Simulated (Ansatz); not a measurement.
# Ca2Si2Ge3: the cost of one run

Program: Ansatz 0.2.0. Level of theory: DFT PBE, scalar-relativistic, plane waves, PAW. These are calculated values, not measurements.

1 further run of the same task is left out (it didn't finish).

### Step 1. Starting point

It takes space group P6/mmm (No. 191, hexagonal). Conventional cell: a = 4.744 Å, b = 4.744 Å, c = 8.336 Å, α = 90.00°, β = 90.00°, γ = 120.00°. Ca (site symmetry 6/mmm) has 2 Si at 2.08 Å as nearest neighbours. Around Ca (site symmetry 6/mmm) lie 2 Si at 2.09 Å and 6 Ge at 2.37 Å. Around Si (site symmetry 6mm) lie 2 Ca at 2.08 to 2.09 Å. Around Ge (site symmetry mmm) lie 2 Ca at 2.37 Å and 4 Ge at 2.37 Å.

Structure file:

```cif
data_structure
_symmetry_space_group_name_H-M 'P 1'
_symmetry_Int_Tables_number 1
_cell_length_a 4.7445
_cell_length_b 4.7445
_cell_length_c 8.3359
_cell_angle_alpha 90.000
_cell_angle_beta 90.000
_cell_angle_gamma 120.000
_cell_volume 162.50
loop_
_atom_site_label
_atom_site_type_symbol
_atom_site_fract_x
_atom_site_fract_y
_atom_site_fract_z
_atom_site_occupancy
Ca1 Ca 0.00000 0.00000 0.50000 1
Ca2 Ca 0.00000 0.00000 0.00000 1
Si1 Si 0.00000 0.00000 0.25028 1
Si2 Si 0.00000 0.00000 0.74972 1
Ge1 Ge 0.50000 0.00000 0.00000 1
Ge2 Ge 0.00000 0.50000 0.00000 1
Ge3 Ge 0.50000 0.50000 0.00000 1
```

A structure generator made this guess: random cell by space group and Wyckoff sites (P6/mmm, No. 191). The dimensions are guesses.

### Step 2. The guess as it stands, on a coarse mesh

Input file input.yaml:

```yaml
crystal:
  lattice:
    - [4.74446868, 0.0, 0.0]
    - [-2.37223434, 4.10883041, 0.0]
    - [0.0, 0.0, 8.33589178]
  atoms:
    - { symbol: Ca, position: [0.0, 0.0, 0.5] }
    - { symbol: Ca, position: [0.0, 0.0, 0.0] }
    - { symbol: Si, position: [0.0, 0.0, 0.25027734] }
    - { symbol: Si, position: [0.0, 0.0, 0.74972266] }
    - { symbol: Ge, position: [0.5, 0.0, 0.0] }
    - { symbol: Ge, position: [0.0, 0.5, 0.0] }
    - { symbol: Ge, position: [0.5, 0.5, 0.0] }
basis:
  ecutwfc: 420
kpoints:
  mp_grid: { grid: [6, 6, 2] }
hamiltonian:
  xc: pbe
scf:
  occupations: { method: gaussian, width: 0.1 }
  lower_state_search: "off"
output:
  forces: true
  stress: true
  eigenvalues: true
```

Command:

```sh
ansatz run input.yaml --threads 1 --pin off --max-ram 2048MiB --backend cpu --events-out ev --progress --plain --runs-dir out
```

**Question.** How long does this run take on 1 thread of Intel Xeon Platinum 8488C (Sapphire Rapids), shared host, and how much memory does it need?

About 5.1 s, with a peak of 0.49 GiB.
